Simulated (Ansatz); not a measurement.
Runs of Ansatz 0.2.0 on BiTe. It takes space group Fm-3m (No. 225, cubic). The conventional cell has a = 6.470 Å, b = 6.470 Å, c = 6.470 Å, α = 90.00°, β = 90.00°, γ = 90.00°. Bi (site symmetry m-3m) is surrounded by 6 Te at 3.23 Å. Around Te (site symmetry m-3m) lie 6 Bi at 3.23 Å. 

```tsv
screening (1/Å)	gap on the mesh (eV)	pressure (GPa)
0.3	none	-1.0
0.15	none	-1.5
0.4	none	-0.7
0.6	none	(a)
0.2	none	-1.3
0.1	none	(b)
```

Alike in all rows: task single point; level HSE06 form with a typed share of exact exchange; potentials or basis Ansatz PAW; no spin polarisation; cell as given; k mesh 4 × 4 × 4; cutoff (eV) 420; smearing fermi-dirac 0.05 eV; the mesh is coarse, so values aren't converged.

Q: Fill in the values left out.

A: (a) -0.2; (b) -1.6.

Caveats: all runs use coarse meshes; spin-orbit coupling is left out, which moves the levels of the heavy elements; the PAW data sets come from PBE, with cores solved anew for the run's functional, which leaves a small shift of forces and pressure; the thresholds are loose for stress.

A k mesh can miss the band edges, and the runs leave out spin-orbit coupling on Bi, Te.

A gap of «none» marks a metal or a gap under the smearing width.
